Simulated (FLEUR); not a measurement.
Input of a FLEUR MaX-R8.1 (later development tree) run:

The input inp.xml:

```xml
<?xml version="1.0" encoding="UTF-8" standalone="no"?>
<fleurInput fleurInputVersion="0.39">
   <comment>
      In3Se                                                                                               
   </comment>
   <calculationSetup>
      <cutoffs Kmax="4.1" Gmax="12.7" GmaxXC="12.7" numbands="200"/>
      <scfLoop itmax="60" minDistance="0.00001" maxIterBroyd="15" imix="Anderson" alpha="0.05" precondParam="0.0" spinf="2.0" sdNocoIR="T"/>
      <coreElectrons ctail="T" frcor="F" kcrel="0" coretail_lmax="0"/>
      <xcFunctional name="PBEs" relativisticCorrections="F"/>
      <magnetism jspins="1"/>
      <soc l_soc="T" theta="0.0" phi="0.0" spav="F"/>
      <expertModes spex="0" secvar="F"/>
      <geometryOptimization l_f="F" forcealpha="1.0" forcemix="BFGS" epsdisp="0.00001" epsforce="0.00001"/>
      <ldaU l_linMix="F" mixParam="0.05" spinf="1.0"/>
   </calculationSetup>
   <cell>
      <bzIntegration valenceElectrons="79.0" mode="hist" fermiSmearingEnergy="0.00183747">
         <kPointListSelection listName="default-1"/>
         <!-- k-points included here -->
         <xi:include xmlns:xi="http://www.w3.org/2001/XInclude" href="kpts.xml"> </xi:include>
      </bzIntegration>
      <!-- symmetry operations included here -->
      <xi:include xmlns:xi="http://www.w3.org/2001/XInclude" href="sym.xml"> </xi:include>
      <bulkLattice scale="1.0">
         <bravaisMatrix>
            <row-1>    9.0777869888562464     0.0000000000000000     0.0000000000000000</row-1>
            <row-2>    0.0000000000000000     9.0777869888562464     0.0000000000000000</row-2>
            <row-3>    0.0000000000000000     0.0000000000000000     9.0777869888562464</row-3>
         </bravaisMatrix>
      </bulkLattice>
   </cell>
   <atomSpecies>
      <species name="Indium (In)" element="In" atomicNumber="49">
         <mtSphere radius="2.66" gridPoints="879" logIncrement="0.015"/>
         <atomicCutoffs lmax="10" lnonsphr="10"/>
         <electronConfig flipSpins="F">
            <coreConfig>(1s1/2) (2s1/2) (2p1/2) (2p3/2) (3s1/2) (3p1/2) (3p3/2) (3d3/2) (3d5/2)</coreConfig>
            <valenceConfig>(4s1/2) (4p1/2) (4p3/2) (5s1/2) (4d3/2) (4d5/2) (5p1/2) (5p3/2)</valenceConfig>
            <stateOccupation state="(5p1/2)" spinUp="0.166667" spinDown="0.166667"/>
            <stateOccupation state="(5p3/2)" spinUp="0.333333" spinDown="0.333333"/>
         </electronConfig>
         <energyParameters s="5" p="5" d="4" f="4"/>
         <lo type="SCLO" l="0" n="4" eDeriv="0"/>
         <lo type="SCLO" l="1" n="4" eDeriv="0"/>
         <lo type="SCLO" l="1" n="4" eDeriv="1"/>
         <lo type="SCLO" l="2" n="4" eDeriv="2"/>
         <lo type="SCLO" l="3" n="4" eDeriv="2"/>
      </species>
      <species name="Selenium (Se)" element="Se" atomicNumber="34">
         <mtSphere radius="2.66" gridPoints="879" logIncrement="0.014"/>
         <atomicCutoffs lmax="10" lnonsphr="10"/>
         <electronConfig flipSpins="F">
            <coreConfig>(1s1/2) (2s1/2) (2p1/2) (2p3/2) (3s1/2) (3p1/2) (3p3/2)</coreConfig>
            <valenceConfig>(3d3/2) (3d5/2) (4s1/2) (4p1/2) (4p3/2)</valenceConfig>
            <stateOccupation state="(4p1/2)" spinUp="0.666667" spinDown="0.666667"/>
            <stateOccupation state="(4p3/2)" spinUp="1.333333" spinDown="1.333333"/>
         </electronConfig>
         <energyParameters s="4" p="4" d="4" f="4"/>
         <lo type="SCLO" l="2" n="3" eDeriv="0"/>
         <lo type="SCLO" l="0" n="4" eDeriv="2"/>
         <lo type="SCLO" l="1" n="4" eDeriv="2"/>
         <lo type="SCLO" l="3" n="4" eDeriv="2"/>
      </species>
   </atomSpecies>
   <atomGroups>
      <atomGroup species="Indium (In)">
         <relPos label="                   1">1.000/2.000 1.000/2.000 .0000000000</relPos>
         <force calculate="T" relaxXYZ="TTT"/>
      </atomGroup>
      <atomGroup species="Indium (In)">
         <relPos label="                   2">1.000/2.000 .0000000000 1.000/2.000</relPos>
         <relPos label="                   3">.0000000000 1.000/2.000 1.000/2.000</relPos>
         <force calculate="T" relaxXYZ="TTT"/>
      </atomGroup>
      <atomGroup species="Selenium (Se)">
         <relPos label="                   4">.0000000000 .0000000000 .0000000000</relPos>
         <force calculate="T" relaxXYZ="TTT"/>
      </atomGroup>
   </atomGroups>
   <output dos="F" band="F" slice="F">
      <checks vchk="F" cdinf="F"/>
      <bandDOS minEnergy="-.5*Htr" maxEnergy="0.5*Htr" sigma="0.015" storeEVData="T"/>
      <vacuumDOS vacdos="F" integ="F" star="F" nstars="0" locx1="0.0" locy1="0.0" locx2="0.0" locy2="0.0" nstm="0" tworkf="0.0"/>
      <unfoldingBand unfoldBand="F" supercellX="1" supercellY="1" supercellZ="1"/>
      <plotting iplot="0" polar="F">
         <plot TwoD="T" vec1="  1.0  0.0  0.0" vec2="  0.0  1.0  0.0" vec3="  0.0  0.0  1.0" zero="  0.0  0.0  0.0" file="plot"/>
      </plotting>
      <chargeDensitySlicing numkpt="0" minEigenval="0.0" maxEigenval="0.0" nnne="0" pallst="F"/>
      <specialOutput eonly="F"/>
      <moessbauerParams electricFieldGradient="T" isomerShift="T" coreHyperfine="T" valenceHyperfine="T"/>
      <magneticCircularDichroism mcd="F" energyLo="-10.0" energyUp="0.0"/>
   </output>
  <!-- We include the file relax.xml here to enable relaxations (see documentation) -->
  <xi:include xmlns:xi="http://www.w3.org/2001/XInclude" href="relax.xml"> <xi:fallback/> </xi:include>
</fleurInput>
```

The input crystal.txt:

```
In3Se
&input cartesian=F /
4.8037580000  0.0000000000  0.0000000000
0.0000000000  4.8037580000  0.0000000000
0.0000000000  0.0000000000  4.8037580000
1.8897261246
1.0 1.0 1.0

4
49 0.5000000000  0.5000000000  0.0000000000
49 0.5000000000  0.0000000000  0.5000000000
49 0.0000000000  0.5000000000  0.5000000000
34 0.0000000000  0.0000000000  0.0000000000

&soc 0.0 0.0 /
&kpt div1=4 div2=4 div3=4 gamma=T /
```

Contents of inp.xml (bands):

```
<?xml version="1.0" encoding="UTF-8" standalone="no"?>
<fleurInput fleurInputVersion="0.39">
   <comment>
      In3Se                                                                                               
   </comment>
   <calculationSetup>
      <cutoffs Kmax="4.1" Gmax="12.7" GmaxXC="12.7" numbands="200"/>
      <scfLoop itmax="60" minDistance="0.00001" maxIterBroyd="15" imix="Anderson" alpha="0.05" precondParam="0.0" spinf="2.0" sdNocoIR="T"/>
      <coreElectrons ctail="T" frcor="F" kcrel="0" coretail_lmax="0"/>
      <xcFunctional name="PBEs" relativisticCorrections="F"/>
      <magnetism jspins="1"/>
      <soc l_soc="T" theta="0.0" phi="0.0" spav="F"/>
      <expertModes spex="0" secvar="F"/>
      <geometryOptimization l_f="F" forcealpha="1.0" forcemix="BFGS" epsdisp="0.00001" epsforce="0.00001"/>
      <ldaU l_linMix="F" mixParam="0.05" spinf="1.0"/>
   </calculationSetup>
   <cell>
      <bzIntegration valenceElectrons="79.0" mode="hist" fermiSmearingEnergy="0.00183747">
         <kPointListSelection listName="path-1"/>
         <!-- k-points included here -->
         <xi:include xmlns:xi="http://www.w3.org/2001/XInclude" href="kpts.xml"> </xi:include>
      </bzIntegration>
      <!-- symmetry operations included here -->
      <xi:include xmlns:xi="http://www.w3.org/2001/XInclude" href="sym.xml"> </xi:include>
      <bulkLattice scale="1.0">
         <bravaisMatrix>
            <row-1>    9.0777869888562464     0.0000000000000000     0.0000000000000000</row-1>
            <row-2>    0.0000000000000000     9.0777869888562464     0.0000000000000000</row-2>
            <row-3>    0.0000000000000000     0.0000000000000000     9.0777869888562464</row-3>
         </bravaisMatrix>
      </bulkLattice>
   </cell>
   <atomSpecies>
      <species name="Indium (In)" element="In" atomicNumber="49">
         <mtSphere radius="2.66" gridPoints="879" logIncrement="0.015"/>
         <atomicCutoffs lmax="10" lnonsphr="10"/>
         <electronConfig flipSpins="F">
            <coreConfig>(1s1/2) (2s1/2) (2p1/2) (2p3/2) (3s1/2) (3p1/2) (3p3/2) (3d3/2) (3d5/2)</coreConfig>
            <valenceConfig>(4s1/2) (4p1/2) (4p3/2) (5s1/2) (4d3/2) (4d5/2) (5p1/2) (5p3/2)</valenceConfig>
            <stateOccupation state="(5p1/2)" spinUp="0.166667" spinDown="0.166667"/>
            <stateOccupation state="(5p3/2)" spinUp="0.333333" spinDown="0.333333"/>
         </electronConfig>
         <energyParameters s="5" p="5" d="4" f="4"/>
         <lo type="SCLO" l="0" n="4" eDeriv="0"/>
         <lo type="SCLO" l="1" n="4" eDeriv="0"/>
         <lo type="SCLO" l="1" n="4" eDeriv="1"/>
         <lo type="SCLO" l="2" n="4" eDeriv="2"/>
         <lo type="SCLO" l="3" n="4" eDeriv="2"/>
      </species>
      <species name="Selenium (Se)" element="Se" atomicNumber="34">
         <mtSphere radius="2.66" gridPoints="879" logIncrement="0.014"/>
         <atomicCutoffs lmax="10" lnonsphr="10"/>
         <electronConfig flipSpins="F">
            <coreConfig>(1s1/2) (2s1/2) (2p1/2) (2p3/2) (3s1/2) (3p1/2) (3p3/2)</coreConfig>
            <valenceConfig>(3d3/2) (3d5/2) (4s1/2) (4p1/2) (4p3/2)</valenceConfig>
            <stateOccupation state="(4p1/2)" spinUp="0.666667" spinDown="0.666667"/>
            <stateOccupation state="(4p3/2)" spinUp="1.333333" spinDown="1.333333"/>
         </electronConfig>
         <energyParameters s="4" p="4" d="4" f="4"/>
         <lo type="SCLO" l="2" n="3" eDeriv="0"/>
         <lo type="SCLO" l="0" n="4" eDeriv="2"/>
         <lo type="SCLO" l="1" n="4" eDeriv="2"/>
         <lo type="SCLO" l="3" n="4" eDeriv="2"/>
      </species>
   </atomSpecies>
   <atomGroups>
      <atomGroup species="Indium (In)">
         <relPos label="                   1">1.000/2.000 1.000/2.000 .0000000000</relPos>
         <force calculate="T" relaxXYZ="TTT"/>
      </atomGroup>
      <atomGroup species="Indium (In)">
         <relPos label="                   2">1.000/2.000 .0000000000 1.000/2.000</relPos>
         <relPos label="                   3">.0000000000 1.000/2.000 1.000/2.000</relPos>
         <force calculate="T" relaxXYZ="TTT"/>
      </atomGroup>
      <atomGroup species="Selenium (Se)">
         <relPos label="                   4">.0000000000 .0000000000 .0000000000</relPos>
         <force calculate="T" relaxXYZ="TTT"/>
      </atomGroup>
   </atomGroups>
   <output dos="F" band="T" slice="F">
      <checks vchk="F" cdinf="F"/>
      <bandDOS minEnergy="-.5*Htr" maxEnergy="0.5*Htr" sigma="0.015" storeEVData="T"/>
      <vacuumDOS vacdos="F" integ="F" star="F" nstars="0" locx1="0.0" locy1="0.0" locx2="0.0" locy2="0.0" nstm="0" tworkf="0.0"/>
      <unfoldingBand unfoldBand="F" supercellX="1" supercellY="1" supercellZ="1"/>
      <plotting iplot="0" polar="F">
         <plot TwoD="T" vec1="  1.0  0.0  0.0" vec2="  0.0  1.0  0.0" vec3="  0.0  0.0  1.0" zero="  0.0  0.0  0.0" file="plot"/>
      </plotting>
      <chargeDensitySlicing numkpt="0" minEigenval="0.0" maxEigenval="0.0" nnne="0" pallst="F"/>
      <specialOutput eonly="F"/>
      <moessbauerParams electricFieldGradient="T" isomerShift="T" coreHyperfine="T" valenceHyperfine="T"/>
      <magneticCircularDichroism mcd="F" energyLo="-10.0" energyUp="0.0"/>
   </output>
  <!-- We include the file relax.xml here to enable relaxations (see documentation) -->
  <xi:include xmlns:xi="http://www.w3.org/2001/XInclude" href="relax.xml"> <xi:fallback/> </xi:include>
</fleurInput>
```

Potentials or basis: all-electron, FLAPW.

The run is started by

```sh
$ inpgen -f crystal.txt -profile fastHighL
$ # inp.xml edited to the form shown
$ fleur_MPI
$ fleur_MPI   # second run, on inp.xml (bands)
```

Question: Predict the band gap along the path.

Answer: None (metal or under the smearing width).

Levels at the corners of the path, in eV from the Fermi level:
```
point  band 78  band 79  band 80  band 81  band 82  band 83
    Γ    -2.33     1.05     1.05     1.06     1.06     1.06
    X    -1.07    -0.33    -0.33    -0.06    -0.06     1.31
    M    -0.82    -0.68    -0.68     1.26     1.26     1.69
    Γ    -2.33     1.05     1.05     1.06     1.06     1.06
    R    -4.19    -3.28    -3.28     2.84     2.84     2.99
    X    -1.07    -0.33    -0.33    -0.06    -0.06     1.31
    M    -0.82    -0.68    -0.68     1.26     1.26     1.69
    R    -4.19    -3.28    -3.28     2.84     2.84     2.99
```

Caveat: spin-orbit coupling is added in second variation on a limited number of bands.
